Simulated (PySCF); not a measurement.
# OsH₂: structure of the triplet

Aim: relax OsH₂ as a triplet from a hand-made side-on geometry, check by its vibrations whether the end is a minimum, and collect its spectrum and constants.

Computed with PySCF 2.14.0. Level: PBE0, basis Os def2-TZVP with ECP60, H def2-TZVP, scalar-relativistic core potentials, no spin–orbit coupling, density fitting.

**1. Where the work starts**

3 atoms, charge 0, spin multiplicity 3.

Bond lengths: Os1–H2 1.642 Å, Os1–H3 1.642 Å, H2–H3 0.840 Å. Angles: H2–Os1–H3 29.6°, Os1–H2–H3 75.2°, Os1–H3–H2 75.2°.

```xyz
3
charge 0 multiplicity 3
Os    0.0000    0.0000   -0.0165
H     0.4200    0.0000    1.5711
H    -0.4200    0.0000    1.5711
```

**2. Relaxing the triplet from the side-on start**

One driver script runs all steps and calls PySCF; scf.py shows how it sets up the SCF of each step. The optimiser is the driver's own. Before each start the driver seeks the lowest SCF state from one or more starting densities and follows internal instabilities, so scf.py alone need not reach the same state.

The program finds C2v symmetry in the start, which this walk keeps. The walk stops when the largest gradient is under 0.0003 Eh/bohr and the energy has settled too.

Input file scf.py:

```python
from pyscf import gto, scf, dft
mol = gto.M(atom='''
Os     0.000000     0.000000    -0.016497
H      0.420000    -0.000000     1.571086
H     -0.420000     0.000000     1.571086''',
    basis={'Os': 'def2-TZVP', 'H': 'def2-TZVP'},
    ecp={'Os': 'def2-TZVP'},
    charge=0, spin=2)
mf = dft.UKS(mol, xc='PBE0')
mf.grids.atom_grid = (50, 194)
aux = {'Os': 'def2-universal-JKFIT', 'H': 'def2-universal-JKFIT'}
mf = mf.density_fit(auxbasis=aux)
mf.kernel()
```

After this run come: Is it a minimum? Harmonic modes.

What does the calculation give? Wanted: minimum; geometry; wavenumbers; dipole moment; highest occupied, lowest empty level; polar-tensor charge of Os1; zero-point energy; atomisation energy; ⟨S²⟩.

The runs gave:

| quantity | value |
| --- | --- |
| minimum | triplet, C2v |
| geometry | Os–H 1.581 Å (×2); H–Os–H 86.3° |
| wavenumbers (cm⁻¹) | 534 (a1), 2242 (b2), 2288 (a1) |
| dipole moment | 2.21 D |
| highest occupied, lowest empty level (either spin) | -5.59, -2.30 eV |
| polar-tensor charge of Os1 | +0.41 e |
| zero-point energy | 30.3 kJ/mol |
| entropy at 298.15 K | 243.2 J/(mol K) |
| atomisation energy (no zero-point energy) | 554 kJ/mol |
| ⟨S²⟩ | 2.011 |

What this shows: The side-on start keeps its C2v symmetry and ends in a minimum. The strongest infrared band lies at 2242 cm⁻¹ (b2, stretch). Most of the spin sits on Os1 (Mulliken spin 2.14, against 2 for the whole molecule). Only this shape and spin were tried, so other structures or states may lie lower. One determinant may miss the lowest occupation of an open d or f shell. Spin–orbit coupling, left out here, can matter for elements this heavy.
